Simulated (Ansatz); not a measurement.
# Y3LuO2: the cost of one run

Program: Ansatz 0.2.0. Level of theory: DFT PBE, scalar-relativistic, plane waves, PAW. These are calculated values, not measurements.

## Step 1: Starting point

It takes space group P4mm (No. 99, tetragonal). The conventional cell has a = 3.557 Å, b = 3.557 Å, c = 7.741 Å, α = 90.00°, β = 90.00°, γ = 90.00°. Y (site symmetry 2mm) has 4 Y at 2.51 Å and 4 O at 2.71 to 2.73 Å in its first shell of neighbours. Y (site symmetry 4mm) has 5 O at 2.66 to 2.75 Å in its first shell of neighbours. Lu (site symmetry 4mm) has 5 O at 2.66 to 2.76 Å in its first shell of neighbours. O (site symmetry 4mm) has 8 Y at 2.66 to 2.73 Å and 1 Lu at 2.76 Å in its first shell of neighbours. O (site symmetry 4mm) has 4 Lu at 2.66 Å and 5 Y at 2.71 to 2.75 Å in its first shell of neighbours.

Structure file:

```cif
data_structure
_symmetry_space_group_name_H-M 'P 1'
_symmetry_Int_Tables_number 1
_cell_length_a 3.5567
_cell_length_b 3.5567
_cell_length_c 7.7410
_cell_angle_alpha 90.000
_cell_angle_beta 90.000
_cell_angle_gamma 90.000
_cell_volume 97.93
loop_
_atom_site_label
_atom_site_type_symbol
_atom_site_fract_x
_atom_site_fract_y
_atom_site_fract_z
_atom_site_occupancy
Y1 Y 0.50000 0.00000 0.99831 1
Y2 Y 0.00000 0.50000 0.99831 1
Y3 Y 0.00000 0.00000 0.37926 1
Lu1 Lu 0.50000 0.50000 0.62362 1
O1 O 0.50000 0.50000 0.26656 1
O2 O 0.00000 0.00000 0.73394 1
```

Recipe of the guess: species swapped into a database cell of Zr2P3S (P4mm, No. 99), with O on the Zr sites, Y on the P sites and Lu on the S sites. Its size is a rough estimate.

## Step 2: A first look at the guess

input.yaml

```yaml
crystal:
  lattice:
    - [3.55674681, 0.0, 0.0]
    - [0.0, 3.55674681, 0.0]
    - [0.0, 0.0, 7.74096723]
  atoms:
    - { symbol: "Y", position: [0.5, 0.0, 0.99830878] }
    - { symbol: "Y", position: [0.0, 0.5, 0.99830878] }
    - { symbol: "Y", position: [0.0, 0.0, 0.37925726] }
    - { symbol: Lu, position: [0.5, 0.5, 0.62362391] }
    - { symbol: O, position: [0.5, 0.5, 0.26656356] }
    - { symbol: O, position: [0.0, 0.0, 0.73393774] }
basis:
  ecutwfc: 420
kpoints:
  mp_grid: { grid: [6, 6, 2] }
hamiltonian:
  xc: pbe
scf:
  occupations: { method: gaussian, width: 0.1 }
  lower_state_search: "off"
output:
  forces: true
  stress: true
  eigenvalues: true
```

Run with:

```sh
$ ansatz run input.yaml --threads 1 --pin off --max-ram 2560MiB --backend cpu --events-out ev --progress --plain --runs-dir out
```

Q: Estimate wall time and peak memory on 1 thread of Intel Xeon Gold 6455B (Sapphire Rapids), shared host.

About 5.2 s, with a peak of 0.39 GiB.
